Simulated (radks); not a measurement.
# Valence configurations of Os⁺

One table from this session's results is given with a row withheld; the runs are named, their logs left out.

Method: Dirac Kohn-Sham, PBEsol, spin-unpolarised, spherical densities, finite nucleus; open shells fill j = l - 1/2 first. Code: radks (a radial shooting solver on a logarithmic mesh, Libxc functionals) version 1.

### What is computed

| Quantity | Value |
| --- | --- |
| element | osmium (Z = 76) |
| charge | +1 |
| electrons | 75 |
| configuration | [Xe] 4f14 5d6 6s1 |
| nuclear rms radius | 5.4126 fm |
| others tried | 4f13 5d6 6s2; 4f14 5d7; 4f14 5d5 6s2; 4f14 5d6 6p1; 4f14 5d5 6s1 6p1; 4f12 5d7 6s1 6p1; 4f13.5 5d6.5 6s1; 4f13 5d7 6p1; 4f10 5d9 6s1 6p1 |

Set-up of the first run:

Input:

```text
Z 76
configuration [Xe] 4f14 5d6 6s1
relativity Dirac
functional pbe_sol,pbe_sol
spin unpolarised
j_filling energy
nucleus finite rms 5.4126 fm
c 137.035999084
```

Steps of the session up to this table: [Xe] 4f14 5d6 6s1.

One of the session's tables, all rows but one given; the rest of the session is left out.

It belongs to the step «[Xe] 4f14 5d6 6s1». Radial moments (bohr):

| level | <r> | outermost maximum (interpolated) | 90 % within | nodes |
| --- | --- | --- | --- | --- |
| 5s1/2 | 1.008 | 0.915 | 1.45 | 4 |
| 5p1/2 | 1.101 | 0.974 | 1.60 | 3 |
| 4f5/2 | 0.5527 | 0.403 | 0.903 | 0 |
| 4f7/2 | 0.5609 | 0.408 | 0.917 | 0 |
| 5p3/2 | 1.202 | 1.06 | 1.75 | 3 |
| 5d3/2 | 1.723 | 1.33 | 2.70 | 2 |
| 5d5/2 | ? | ? | ? | ? |
| 6s1/2 | 2.775 | 2.40 | 4.05 | 5 |

Estimate the missing values for 5d5/2.

The run gave: <r>: 1.791; outermost maximum (interpolated): 1.38; 90 % within: 2.81; nodes: 2. In the column «<r>» it lies between 5d3/2 (1.723) and 6s1/2 (2.775).
